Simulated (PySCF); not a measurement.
**LiAs−: bond curves at several levels of theory**

One table from this session's results is given with a row withheld; the runs are named, their logs left out.

Program: PySCF 2.14.0. Level of theory: Li aug-cc-pVDZ, As aug-cc-pVDZ-PP with ECP10, scalar-relativistic core potentials. These are calculated values, not measurements.

3 further runs of the same task are left out: 3 set aside as unsound or not needed.

The first run:

Settings of the job:

```
atoms                         : Li, As
charge                        : -1
basis                         : Li aug-cc-pVDZ, As aug-cc-pVDZ-PP with ECP10
Hamiltonian                   : scalar-relativistic core potentials
basis functions               : 55
electrons treated             : 27
masses in u                   : 7.0160, 74.9216
levels                        : PBE0, PBE, r²SCAN, BLYP, PW91, B97-3, MP2, SCS-MP2
grid                          : 80 radial by 434 angular points
occupations                   : held fixed by the projection of orbital angular momentum
dissociation limit            : Li + As−, each in its ground configuration
starting distance in angstrom : 2.560
values of 2S to try           : 1, 3
```

Command:

```
$ OMP_NUM_THREADS=1 python dia.py task.json out
```

Among the steps run: The job; First curve: PBE0; Excited determinants; PBE (GGA); r²SCAN; BLYP (GGA); PW91; B97-3 (global hybrid GGA).

One table of the session follows, with a row left open; its other results are not shown here.

| level | Re (Å) | ωe (cm⁻¹) | De (eV) |
| --- | --- | --- | --- |
| UHF-MP2 | 2.543 | 335 | 1.54 |
| UHF-SCS-MP2 | 2.547 | 328 | 1.53 |
| PBE | ? | ? | ? |
| PW91 | 2.564 | 334 | 1.58 |
| BLYP | 2.571 | 331 | 1.44 |
| r²SCAN | 2.562 | 336 | 1.56 |
| PBE0 | 2.548 | 345 | 1.57 |
| B97-3 | 2.551 | 340 | 1.50 |

Q: Estimate the row for PBE from the others.

**Answer.** Re (Å): 2.565; ωe (cm⁻¹): 333; De (eV): 1.55. In the column «Re (Å)» it lies between PW91 (2.564) and BLYP (2.571).

De is counted to Li + As− in their ground configurations.

To keep in mind: At some levels the lowest empty orbital lies below the highest filled one (the two can be of opposite spin).
